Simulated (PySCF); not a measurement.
# B3H6N3 (borazine): the cost of one run

The runs use PySCF 2.14.0, with density-fitted response routines of our own; the level of theory stands in each step. All values are computed, except where a source is named. Atoms count from 0, in the outputs and in this text.

## Step 1: The molecule as given

12 atoms, charge 0, multiplicity 1; geometry from: GFN2-xTB. The atoms were then displaced at random by about 0.03 Å, so the start is not that level's minimum.

Bonds of the start (Å): B0–N1 1.46, N1–B2 1.45, B2–N3 1.26, N3–B4 1.48, B4–N5 1.39, N5–B0 1.48, B0–H6 1.10, N1–H7 1.07, B2–H8 1.23, N3–H9 1.08, B4–H10 1.18, N5–H11 1.01.

## Step 2: Relaxing the molecule at PBE0-D3(BJ)/def2-SVP

The job: settings as JSON, then the geometry in Å.

```
{"job": {"xc": "PBE0", "basis": "def2-SVP", "d3": "d3bj", "grid": 1, "shake": 0.03, "kind": "geom"}, "charge": 0, "multiplicity": 1}
B      1.046390    -1.122180    -0.077540
N      1.326090     0.271440     0.233450
B      0.341540     1.334220     0.294710
N     -0.855220     1.019640     0.068700
B     -1.396050    -0.317190    -0.275300
N     -0.400110    -1.284060    -0.336130
H      1.819620    -1.903030    -0.163920
H      2.359840     0.507770     0.405290
H      0.726190     2.455400     0.635080
H     -1.652300     1.738910     0.169980
H     -2.548000    -0.550900    -0.406170
H     -0.650130    -2.234150    -0.549210
```

Command:

```console
> OMP_NUM_THREADS=1 python probes_run.py task.json out
```

This one command runs all jobs of the session in turn.

**Question.** How long does this first job take on 1 thread of Arm Neoverse V1, shared host, and how much memory does it need?

About 34 s, with a peak of 0.46 GiB.
